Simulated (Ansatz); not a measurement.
# BiMo (NiAs type): response to moved atoms and strain

Aim: move atoms of BiMo (NiAs type) or strain its cell, and read the forces, the stress and the rise in energy. The start comes from a prototype table, not from a measured structure.

Program: Ansatz 0.2.0. Level of theory: DFT PBE, scalar-relativistic, plane waves, PAW. These are calculated values, not measurements.

3 further runs of the same task are left out: 2 that didn't finish, 1 set aside as unsound or not needed. Runs told in other sessions of the task aren't counted.

### 1 The starting structure

Symmetry: P6_3/mmc, No. 194, hexagonal system. The conventional cell has a = 4.601 Å, b = 4.601 Å, c = 5.140 Å, α = 90.00°, β = 90.00°, γ = 120.00°. Mo (site symmetry -3m) is surrounded by 2 Mo at 2.57 Å and 6 Bi at 2.95 Å. Bi (site symmetry -6m2) has 6 Mo at 2.95 Å in its first shell of neighbours.

Coordinates:

```cif
data_structure
_symmetry_space_group_name_H-M 'P6_3/mmc'
_symmetry_Int_Tables_number 194
_cell_length_a 4.6006
_cell_length_b 4.6006
_cell_length_c 5.1398
_cell_angle_alpha 90.000
_cell_angle_beta 90.000
_cell_angle_gamma 120.000
_cell_volume 94.21
loop_
_atom_site_label
_atom_site_type_symbol
_atom_site_symmetry_multiplicity
_atom_site_Wyckoff_symbol
_atom_site_fract_x
_atom_site_fract_y
_atom_site_fract_z
_atom_site_occupancy
Mo1 Mo 2 a 0.00000 0.00000 0.00000 1
Bi1 Bi 2 c 0.33333 0.66667 0.25000 1
```

This cell comes from an earlier session at PBE: 23.553 Å³/atom at 0.00 GPa, on a 10×10×6 mesh.

The changes: atom 1 (Mo) moved 0.08 Å along y; atom 4 (Bi) moved 0.05 Å along y; strain e4 = -0.02, atoms carried along; strain e2 = +0.01, atoms carried along; all atoms moved at random (σ = 0.03 Å), cell strained at random (1 %); all atoms moved at random (σ = 0.15 Å), cell strained at random (1 %).

### 2 Atom 1 (Mo) moved 0.08 Å along y

Contents of input.yaml:

```yaml
crystal:
  lattice:
    - [4.6006453045, 0.0, 0.0]
    - [-2.3003226523, 3.9842757075, 0.0]
    - [0.0, 0.0, 5.1397870164]
  atoms:
    - { symbol: Mo, position: [0.0100394659, 0.0200789317, 0.0] }
    - { symbol: Mo, position: [0.0, 0.0, 0.5] }
    - { symbol: Bi, position: [0.3333333333, 0.6666666667, 0.25] }
    - { symbol: Bi, position: [0.6666666667, 0.3333333333, 0.75] }
basis:
  ecutwfc: 420
  ecutrho_ratio: 4
kpoints:
  mp_grid: { grid: [10, 10, 6] }
hamiltonian:
  xc: pbe
scf:
  occupations: { method: gaussian, width: 0.05 }
output:
  forces: true
  stress: true
  eigenvalues: true
  write_density: true
  write_potential: true
  elf: true
  volumetric_format: npy
```

Launch:

```console
> ansatz run input.yaml --threads 2 --pin off --max-ram 2662MiB --backend cpu --events-out ev --progress --plain --runs-dir out
```

The log of the run, shortened:

```text
Warning: RAYON_NUM_THREADS=2 ignored (pool sized by the plan → 2); use --threads N
[...]
Pseudopotentials: kind: paw
Pseudopotential: Mo, paw, valence charge 14, recommended cutoff 420 eV (normal), Mo.paw.azcp
Pseudopotential: Bi, paw, valence charge 15, recommended cutoff 420 eV (normal), Bi.paw.azcp
Functional definition: PBE
[...]
Crystal: 4 atoms, lattice volume = 94.214 Å³
Basis set: ecut = 420 eV, 1847 PW (Γ), exchange–correlation on 64×64×72 points (8 copies of the dense FFT grid, shifted against one another)
Bands: 35, of which v1, the nominal top of the filled ones, is band 29 counted from 1 (28 counted from 0)
Symmetry: 2 space group operations
Space group: Cm (ITA 8), of the structure as read, at distance tolerance 4.6e-5 Å
k-points: 172 of 600 (time reversal used)
[...]
SCF iter   1: F=—  HF=-34702.570137 eV  |F-HF|=—  |Δ(HF+E_count)|=         —  Δρ=5.09e-3  dr2=2.54e-2  ethr=1.77e-3  ⟨swp⟩=6.1  Hψ=23359  notcnv=0  defer=1
[...]
SCF iter   7: F=-34702.565964 eV  HF=-34702.565964 eV  |F-HF|=3.93e-10  |Δ(HF+E_count)|=   1.45e-7  Δρ=4.20e-6  dr2=2.06e-8  ethr=1.72e-10  ⟨swp⟩=13.5  Hψ=42869  notcnv=0
[...]
SCF converged after 7 iterations
Free energy (F): -34702.565964 eV
[...]
E sigma→0 (E₀):  -34702.565154 eV
Entropy (-TS):   -0.001621 eV (-0.405 meV/atom)
Fermi energy:    14.234740 eV
[...]
--- Forces (eV/Å), atoms counted from 1 ---
  atom   1  Mo     0.00000000    -0.51741223    -0.00551886
  atom   2  Mo     0.00000000    -0.02562245    -0.00008976
  atom   3  Bi    -0.00000000     0.29260349     0.01974430
  atom   4  Bi    -0.00000000     0.25043074    -0.01413569
[...]
--- Stress (GPa, compression-positive) ---
        0.156413      -0.000000      -0.000000
       -0.000000       0.337262       0.095969
       -0.000000       0.095969      -0.218776
  P = ⅓ Tr σ = 0.0916 GPa (0.916 kbar)
--- Band table (eV; the first three rows and the last of 172) ---
[...]
```

Wall time 33 s (2 threads of Arm Neoverse V2, shared host); peak memory 0.63 GiB.

In short: volume 23.553 Å³/atom, pressure 0.09 GPa, no gap.

Forces on the atoms, as numbers:

| atom | x (eV/Å) | y (eV/Å) | z (eV/Å) |
| --- | --- | --- | --- |
| Mo1 | 0.000 | -0.517 | -0.006 |
| Mo2 | 0.000 | -0.026 | 0.000 |
| Bi3 | 0.000 | 0.293 | 0.020 |
| Bi4 | 0.000 | 0.250 | -0.014 |

The maps below are laid out on this run's own conventional cell (a, b, c = 7.969, 4.601, 5.140 Å).

Density in a lattice plane of the grid's cell (edges 7.97 and 5.14 Å, at 0.000 of the third edge), which holds Mo and Bi.

Ten even steps from '0' (0.03 e/Å³) to '9' (8.02 e/Å³):
```
763000000000000111000014
110000000000002565200001
000000000000003797300000
110000000000002565200001
752000000000000111000025
773000000000000000000037
752000011100000000000025
110000256520000000000001
000000379730000000000000
110000256520000000000001
762000011100000000000014
785100000000000000000027
```
Columns run along the first of these edges and rows up along the second, over one cell in 24 and 12 even steps from the bottom left corner. Atoms in the plane (fractional): Mo at (0.01, 0.00), Mo at (0.00, 0.50), Bi at (0.33, 0.25), Bi at (0.67, 0.75).

ELF in the same plane.

Values, 8 rows by 12 columns:
```
0.71 0.47 0.20 0.15 0.10 0.10 0.29 0.42 0.29 0.42 0.42 0.25
0.33 0.35 0.34 0.08 0.02 0.06 0.34 0.32 0.27 0.30 0.50 0.33
0.72 0.40 0.21 0.13 0.10 0.11 0.29 0.42 0.29 0.42 0.40 0.32
0.25 0.70 0.22 0.40 0.39 0.36 0.21 0.35 0.39 0.41 0.23 0.70
0.72 0.32 0.39 0.42 0.29 0.42 0.30 0.10 0.10 0.13 0.20 0.40
0.33 0.32 0.49 0.30 0.27 0.32 0.35 0.06 0.02 0.07 0.32 0.35
0.71 0.39 0.37 0.42 0.29 0.42 0.30 0.11 0.10 0.12 0.21 0.34
0.28 0.73 0.23 0.43 0.39 0.35 0.21 0.36 0.39 0.38 0.23 0.64
```
Columns run along the first of these edges and rows up along the second, over one cell in 12 and 8 even steps from the bottom left corner. Atoms in the plane (fractional): Mo at (0.01, 0.00), Mo at (0.00, 0.50), Bi at (0.33, 0.25), Bi at (0.67, 0.75).

Both are smooth fields of the valence electrons: close to the nuclei they are not physical.

Outside the cores ELF peaks at 0.51 on the Bi–Mo line, 1.4 Å from Bi; 0.51 beside Bi, off the lines to its neighbours, 1.5 Å from Bi; 0.50 between the atoms, 1.5 Å from Bi.

### 3 Atom 4 (Bi) moved 0.05 Å along y

Contents of input.yaml:

```yaml
crystal:
  lattice:
    - [4.6006453045, 0.0, 0.0]
    - [-2.3003226523, 3.9842757075, 0.0]
    - [0.0, 0.0, 5.1397870164]
  atoms:
    - { symbol: Mo, position: [0.0, 0.0, 0.0] }
    - { symbol: Mo, position: [0.0, 0.0, 0.5] }
    - { symbol: Bi, position: [0.3333333333, 0.6666666667, 0.25] }
    - { symbol: Bi, position: [0.6729413328, 0.3458826657, 0.75] }
basis:
  ecutwfc: 420
  ecutrho_ratio: 4
kpoints:
  mp_grid: { grid: [10, 10, 6] }
hamiltonian:
  xc: pbe
scf:
  occupations: { method: gaussian, width: 0.05 }
output:
  forces: true
  stress: true
  eigenvalues: true
```

Launch:

```console
> ansatz run input.yaml --threads 2 --pin off --max-ram 2662MiB --backend cpu --events-out ev --progress --plain --runs-dir out
```

The log of the run, shortened:

```text
Warning: RAYON_NUM_THREADS=2 ignored (pool sized by the plan → 2); use --threads N
[...]
[... 4 set-up lines as earlier in the session ...]
[...]
Crystal: 4 atoms, lattice volume = 94.214 Å³
Basis set: ecut = 420 eV, 1847 PW (Γ), exchange–correlation on 64×64×72 points (8 copies of the dense FFT grid, shifted against one another)
Bands: 35, of which v1, the nominal top of the filled ones, is band 29 counted from 1 (28 counted from 0)
Symmetry: 4 space group operations
Space group: Amm2 (ITA 38), of the structure as read, at distance tolerance 4.6e-5 Å
k-points: 124 of 600 (time reversal used)
[...]
SCF iter   1: F=—  HF=-34702.580314 eV  |F-HF|=—  |Δ(HF+E_count)|=         —  Δρ=5.49e-3  dr2=2.74e-2  ethr=1.77e-3  ⟨swp⟩=6.1  Hψ=16772  notcnv=0  defer=4
[...]
SCF iter   7: F=-34702.574932 eV  HF=-34702.574932 eV  |F-HF|=4.53e-9  |Δ(HF+E_count)|=   1.44e-7  Δρ=4.90e-6  dr2=2.63e-8  ethr=1.72e-10  ⟨swp⟩=9.0  Hψ=17314  notcnv=0
[...]
SCF converged after 7 iterations
Free energy (F): -34702.574932 eV
[...]
E sigma→0 (E₀):  -34702.574049 eV
Entropy (-TS):   -0.001766 eV (-0.442 meV/atom)
Fermi energy:    14.230627 eV
[...]
--- Forces (eV/Å), atoms counted from 1 ---
  atom   1  Mo    -0.00000000     0.17734272     0.00747962
  atom   2  Mo    -0.00000000     0.17734272    -0.00747962
  atom   3  Bi    -0.00000000     0.04578969     0.00000000
  atom   4  Bi     0.00000000    -0.40047481    -0.00000000
[...]
--- Stress (GPa, compression-positive) ---
       -0.577421      -0.000000       0.000000
       -0.000000       0.700085      -0.000000
        0.000000      -0.000000       0.054281
  P = ⅓ Tr σ = 0.0590 GPa (0.590 kbar)
--- Band table (eV; the first three rows and the last of 124) ---
[...]
```

Wall time 17 s (2 threads of Arm Neoverse V2, shared host); peak memory 0.54 GiB.

Result: volume 23.553 Å³/atom, pressure 0.06 GPa, a metal on this mesh.

Forces on the atoms, as numbers:

| atom | x (eV/Å) | y (eV/Å) | z (eV/Å) |
| --- | --- | --- | --- |
| Mo1 | 0.000 | 0.177 | 0.007 |
| Mo2 | 0.000 | 0.177 | -0.007 |
| Bi3 | 0.000 | 0.046 | 0.000 |
| Bi4 | 0.000 | -0.400 | 0.000 |

### 4 Strain e4 = -0.02, atoms carried along

Edit input.yaml of step 3 so:

```diff
@@ -3,4 +3,4 @@
     - [4.6006453045, 0.0, 0.0]
-    - [-2.3003226523, 3.9842757075, 0.0]
-    - [0.0, 0.0, 5.1397870164]
+    - [-2.3003226523, 3.9842757075, -0.0398427571]
+    - [0.0, -0.0513978702, 5.1397870164]
   atoms:
@@ -9,3 +9,3 @@
     - { symbol: Bi, position: [0.3333333333, 0.6666666667, 0.25] }
-    - { symbol: Bi, position: [0.6729413328, 0.3458826657, 0.75] }
+    - { symbol: Bi, position: [0.6666666667, 0.3333333333, 0.75] }
 basis:
```

Launch:

```console
> ansatz run input.yaml --threads 2 --pin off --max-ram 2662MiB --backend cpu --events-out ev --progress --plain --runs-dir out
```

The log of the run, shortened:

```text
Warning: RAYON_NUM_THREADS=2 ignored (pool sized by the plan → 2); use --threads N
[...]
[... 4 set-up lines as earlier in the session ...]
[...]
Crystal: 4 atoms, lattice volume = 94.204 Å³
Basis set: ecut = 420 eV, 1859 PW (Γ), exchange–correlation on 64×64×72 points (8 copies of the dense FFT grid, shifted against one another)
Bands: 35, of which v1, the nominal top of the filled ones, is band 29 counted from 1 (28 counted from 0)
[... 1 set-up line as earlier in the session ...]
Space group: C2/m (ITA 12), of the structure as read, at distance tolerance 4.6e-5 Å
k-points: 172 of 600
[...]
SCF iter   1: F=—  HF=-34702.580117 eV  |F-HF|=—  |Δ(HF+E_count)|=         —  Δρ=5.49e-3  dr2=2.74e-2  ethr=1.77e-3  ⟨swp⟩=6.1  Hψ=23341  notcnv=0  defer=2
[...]
SCF iter   7: F=-34702.574728 eV  HF=-34702.574728 eV  |F-HF|=2.82e-9  |Δ(HF+E_count)|=   1.43e-7  Δρ=4.63e-6  dr2=2.38e-8  ethr=1.72e-10  ⟨swp⟩=9.0  Hψ=23927  notcnv=0
[...]
SCF converged after 7 iterations
Free energy (F): -34702.574728 eV
[...]
E sigma→0 (E₀):  -34702.573837 eV
Entropy (-TS):   -0.001781 eV (-0.445 meV/atom)
Fermi energy:    14.230494 eV
[...]
--- Forces (eV/Å), atoms counted from 1 ---
  atom   1  Mo     0.00000000     0.00000000     0.00000000
  atom   2  Mo     0.00000000     0.00000000     0.00000000
  atom   3  Bi    -0.00000000     0.00484834    -0.00006760
  atom   4  Bi     0.00000000    -0.00484834     0.00006760
[...]
--- Stress (GPa, compression-positive) ---
        0.049431      -0.000000      -0.000000
       -0.000000       0.093022       1.704640
       -0.000000       1.704640       0.008852
  P = ⅓ Tr σ = 0.0504 GPa (0.504 kbar)
--- Band table (eV; the first three rows and the last of 172) ---
[...]
```

Run time: 14 s. Hardware: 2 threads of Arm Neoverse V2, shared host; peak memory 0.64 GiB.

In short: volume 23.551 Å³/atom, pressure 0.05 GPa, metallic.

### 5 Strain e2 = +0.01, atoms carried along

Edit input.yaml of step 4 so:

```diff
@@ -3,4 +3,4 @@
     - [4.6006453045, 0.0, 0.0]
-    - [-2.3003226523, 3.9842757075, -0.0398427571]
-    - [0.0, -0.0513978702, 5.1397870164]
+    - [-2.3003226523, 4.0241184646, 0.0]
+    - [0.0, 0.0, 5.1397870164]
   atoms:
```

Launch:

```console
> ansatz run input.yaml --threads 2 --pin off --max-ram 2662MiB --backend cpu --events-out ev --progress --plain --runs-dir out
```

The log of the run, shortened:

```text
Warning: RAYON_NUM_THREADS=2 ignored (pool sized by the plan → 2); use --threads N
[...]
[... 4 set-up lines as earlier in the session ...]
[...]
Crystal: 4 atoms, lattice volume = 95.156 Å³
Basis set: ecut = 420 eV, 1863 PW (Γ), exchange–correlation on 64×64×72 points (8 copies of the dense FFT grid, shifted against one another)
Bands: 35, of which v1, the nominal top of the filled ones, is band 29 counted from 1 (28 counted from 0)
Symmetry: 8 space group operations
Space group: Cmcm (ITA 63), of the structure as read, at distance tolerance 4.6e-5 Å
k-points: 124 of 600
[...]
SCF iter   1: F=—  HF=-34702.585797 eV  |F-HF|=—  |Δ(HF+E_count)|=         —  Δρ=5.58e-3  dr2=2.91e-2  ethr=1.77e-3  ⟨swp⟩=6.1  Hψ=16763  notcnv=0  defer=4
[...]
SCF iter   7: F=-34702.580034 eV  HF=-34702.580034 eV  |F-HF|=1.06e-9  |Δ(HF+E_count)|=   1.61e-7  Δρ=4.53e-6  dr2=2.36e-8  ethr=1.72e-10  ⟨swp⟩=9.0  Hψ=17244  notcnv=0
[...]
SCF converged after 7 iterations
Free energy (F): -34702.580034 eV
[...]
E sigma→0 (E₀):  -34702.579216 eV
Entropy (-TS):   -0.001635 eV (-0.409 meV/atom)
Fermi energy:    14.042682 eV
[...]
--- Forces (eV/Å), atoms counted from 1 ---
  atom   1  Mo     0.00000000     0.00000000     0.00000000
  atom   2  Mo     0.00000000     0.00000000     0.00000000
  atom   3  Bi     0.00000000    -0.06441965     0.00000000
  atom   4  Bi    -0.00000000     0.06441965     0.00000000
[...]
--- Stress (GPa, compression-positive) ---
       -0.509068       0.000000       0.000000
        0.000000      -1.597847       0.000000
        0.000000       0.000000      -0.892468
  P = ⅓ Tr σ = -0.9998 GPa (-9.998 kbar)
--- Band table (eV; the first three rows and the last of 124) ---
[...]
```

Wall time 10 s (2 threads of Arm Neoverse V2, shared host); peak memory 0.56 GiB.

This gives: volume 23.789 Å³/atom, pressure -1.00 GPa, metallic.

Forces on the atoms, as numbers:

| atom | x (eV/Å) | y (eV/Å) | z (eV/Å) |
| --- | --- | --- | --- |
| Bi3 | 0.000 | -0.064 | 0.000 |
| Bi4 | 0.000 | 0.064 | 0.000 |

### 6 All atoms moved at random (σ = 0.03 Å), cell strained at random (1 %)

Contents of input.yaml:

```yaml
crystal:
  lattice:
    - [4.6767688352, 0.0163702302, 0.0104972668]
    - [-2.3242073824, 3.9693655467, -0.0043282948]
    - [0.0117274234, 0.0011872532, 5.0998709567]
  atoms:
    - { symbol: Mo, position: [-0.0149116759, -0.0033991832, -0.0022565861] }
    - { symbol: Mo, position: [0.0055452091, 0.0031320488, 0.5032071429] }
    - { symbol: Bi, position: [0.3347619467, 0.6608624023, 0.245520404] }
    - { symbol: Bi, position: [0.6746045202, 0.3394047321, 0.7535290392] }
basis:
  ecutwfc: 420
  ecutrho_ratio: 4
kpoints:
  mp_grid: { grid: [10, 10, 6] }
hamiltonian:
  xc: pbe
scf:
  occupations: { method: gaussian, width: 0.05 }
output:
  forces: true
  stress: true
  eigenvalues: true
```

Launch:

```console
> ansatz run input.yaml --threads 2 --pin off --max-ram 2662MiB --backend cpu --events-out ev --progress --plain --runs-dir out
```

The log of the run, shortened:

```text
Warning: RAYON_NUM_THREADS=2 ignored (pool sized by the plan → 2); use --threads N
[...]
[... 4 set-up lines as earlier in the session ...]
[...]
Crystal: 4 atoms, lattice volume = 94.867 Å³
Basis set: ecut = 420 eV, 1871 PW (Γ), exchange–correlation on 64×64×72 points (8 copies of the dense FFT grid, shifted against one another)
Bands: 35, of which v1, the nominal top of the filled ones, is band 29 counted from 1 (28 counted from 0)
Symmetry: 1 space group operations
Space group: P1 (ITA 1), of the structure as read, at distance tolerance 4.6e-5 Å
k-points: 304 of 600 (time reversal used)
[...]
SCF iter   1: F=—  HF=-34702.547957 eV  |F-HF|=—  |Δ(HF+E_count)|=         —  Δρ=5.35e-3  dr2=2.90e-2  ethr=1.77e-3  ⟨swp⟩=6.1  Hψ=41308  notcnv=0  defer=1
[...]
SCF iter   7: F=-34702.543001 eV  HF=-34702.543001 eV  |F-HF|=1.75e-10  |Δ(HF+E_count)|=   1.52e-7  Δρ=4.29e-6  dr2=2.15e-8  ethr=1.72e-10  ⟨swp⟩=9.0  Hψ=43121  notcnv=0
[...]
SCF converged after 7 iterations
Free energy (F): -34702.543001 eV
[...]
E sigma→0 (E₀):  -34702.542194 eV
Entropy (-TS):   -0.001616 eV (-0.404 meV/atom)
Fermi energy:    14.107223 eV
[...]
--- Forces (eV/Å), atoms counted from 1 ---
  atom   1  Mo     0.42039513     0.07352736     0.05382525
  atom   2  Mo     0.09962443    -0.04448594    -0.04245325
  atom   3  Bi    -0.21286889     0.29203231     0.16342601
  atom   4  Bi    -0.30714970    -0.32107264    -0.17479901
[...]
--- Stress (GPa, compression-positive) ---
       -1.898236      -0.346472      -0.336224
       -0.346472       1.047876      -0.072467
       -0.336225      -0.072467       0.133117
  P = ⅓ Tr σ = -0.2391 GPa (-2.391 kbar)
--- Band table (eV; the first three rows and the last of 304) ---
[...]
```

It took 41 s on 2 threads of Arm Neoverse V2, shared host; peak memory 0.89 GiB.

In short: volume 23.717 Å³/atom, pressure -0.24 GPa, no gap.

Forces on the atoms, as numbers:

| atom | x (eV/Å) | y (eV/Å) | z (eV/Å) |
| --- | --- | --- | --- |
| Mo1 | 0.420 | 0.074 | 0.054 |
| Mo2 | 0.100 | -0.044 | -0.042 |
| Bi3 | -0.213 | 0.292 | 0.163 |
| Bi4 | -0.307 | -0.321 | -0.175 |

### 7 All atoms moved at random (σ = 0.15 Å), cell strained at random (1 %)

Contents of input.yaml:

```yaml
crystal:
  lattice:
    - [4.5930486265, 0.0151658747, 0.0167361294]
    - [-2.2833902805, 4.0027673725, 0.0100951604]
    - [0.0186974077, 0.0238178911, 5.2035685944]
  atoms:
    - { symbol: Mo, position: [-0.03016166, -0.0459395658, 0.0380360326] }
    - { symbol: Mo, position: [-0.0239697717, 0.0015778595, 0.5431251526] }
    - { symbol: Bi, position: [0.4197914549, 0.7234152252, 0.210024628] }
    - { symbol: Bi, position: [0.6343399768, 0.3209464811, 0.7088141868] }
basis:
  ecutwfc: 420
  ecutrho_ratio: 4
kpoints:
  mp_grid: { grid: [10, 10, 6] }
hamiltonian:
  xc: pbe
scf:
  occupations: { method: gaussian, width: 0.05 }
output:
  forces: true
  stress: true
  eigenvalues: true
```

Launch:

```console
> ansatz run input.yaml --threads 2 --pin off --max-ram 2662MiB --backend cpu --events-out ev --progress --plain --runs-dir out
```

The log of the run, shortened:

```text
Warning: RAYON_NUM_THREADS=2 ignored (pool sized by the plan → 2); use --threads N
[...]
[... 4 set-up lines as earlier in the session ...]
[...]
Crystal: 4 atoms, lattice volume = 95.844 Å³
Basis set: ecut = 420 eV, 1875 PW (Γ), exchange–correlation on 64×64×72 points (8 copies of the dense FFT grid, shifted against one another)
Bands: 35, of which v1, the nominal top of the filled ones, is band 29 counted from 1 (28 counted from 0)
[... 2 set-up lines as earlier in the session ...]
k-points: 304 of 600 (time reversal used)
[...]
SCF iter   1: F=—  HF=-34700.904181 eV  |F-HF|=—  |Δ(HF+E_count)|=         —  Δρ=5.79e-3  dr2=2.11e-2  ethr=1.77e-3  ⟨swp⟩=6.1  Hψ=41698  notcnv=0
[...]
SCF iter   7: F=-34700.903642 eV  HF=-34700.903642 eV  |F-HF|=3.01e-9  |Δ(HF+E_count)|=   1.12e-7  Δρ=3.92e-6  dr2=2.06e-8  ethr=1.72e-10  ⟨swp⟩=9.0  Hψ=42476  notcnv=0
[...]
SCF converged after 7 iterations
Free energy (F): -34700.903642 eV
[...]
E sigma→0 (E₀):  -34700.901741 eV
Entropy (-TS):   -0.003801 eV (-0.950 meV/atom)
Fermi energy:    14.013769 eV
[...]
--- Forces (eV/Å), atoms counted from 1 ---
  atom   1  Mo     4.85268716     3.01404836    -2.36006506
  atom   2  Mo     0.84170954    -0.03188098    -0.24015008
  atom   3  Bi    -5.98451649    -3.42222225     1.98138326
  atom   4  Bi     0.29012048     0.44005561     0.61883069
[...]
--- Stress (GPa, compression-positive) ---
       18.812723       8.045595      -6.219907
        8.045596       1.546609      -2.513394
       -6.219907      -2.513393       1.767847
  P = ⅓ Tr σ = 7.3757 GPa (73.757 kbar)
--- Band table (eV; the first three rows and the last of 304) ---
[...]
```

Run time: 40 s. Hardware: 2 threads of Arm Neoverse V2, shared host; peak memory 0.9 GiB.

Read off: volume 23.961 Å³/atom, pressure 7.38 GPa, a metal on this mesh.

Forces on the atoms, as numbers:

| atom | x (eV/Å) | y (eV/Å) | z (eV/Å) |
| --- | --- | --- | --- |
| Mo1 | 4.853 | 3.014 | -2.360 |
| Mo2 | 0.842 | -0.032 | -0.240 |
| Bi3 | -5.985 | -3.422 | 1.981 |
| Bi4 | 0.290 | 0.440 | 0.619 |

### 8 The distortions side by side

| change | change of free energy (meV/atom) | largest force (eV/Å) | largest change of stress (GPa) |
| --- | --- | --- | --- |
| atom 1 (Mo) moved 0.08 Å along y | 4.70 | 0.517 | 0.33 |
| atom 4 (Bi) moved 0.05 Å along y | 2.46 | 0.400 | 0.69 |
| strain e4 = -0.02, atoms carried along | 2.51 | 0.005 | 1.70 |
| strain e2 = +0.01, atoms carried along | 1.18 | 0.064 | 1.61 |
| all atoms moved at random (σ = 0.03 Å), cell strained at random (1 %) | 10.44 | 0.477 | 1.91 |
| all atoms moved at random (σ = 0.15 Å), cell strained at random (1 %) | 420.28 | 7.173 | 18.80 |

Moving atom 1 by 0.08 Å meets a restoring force of 0.517 eV/Å along the move, a force constant of about 6.5 eV/Å². Moving atom 4 by 0.05 Å meets a restoring force of 0.400 eV/Å along the move, a force constant of about 8.0 eV/Å². The strain e4 = -0.02 changes that stress component by +1.70 GPa (compression positive), a ratio of 85 GPa; that is a secant over a finite strain with the atoms carried along, not the elastic constant. The strain e2 = +0.01 changes that stress component by -1.61 GPa (compression positive), a ratio of 161 GPa; that is a secant over a finite strain with the atoms carried along, not the elastic constant. No change lowers the energy by more than 0.5 meV/atom; other distortions weren't tried. Spin–orbit coupling is left out, though the cell holds Bi; in elements this heavy it can shift levels and gaps by tenths of an eV.
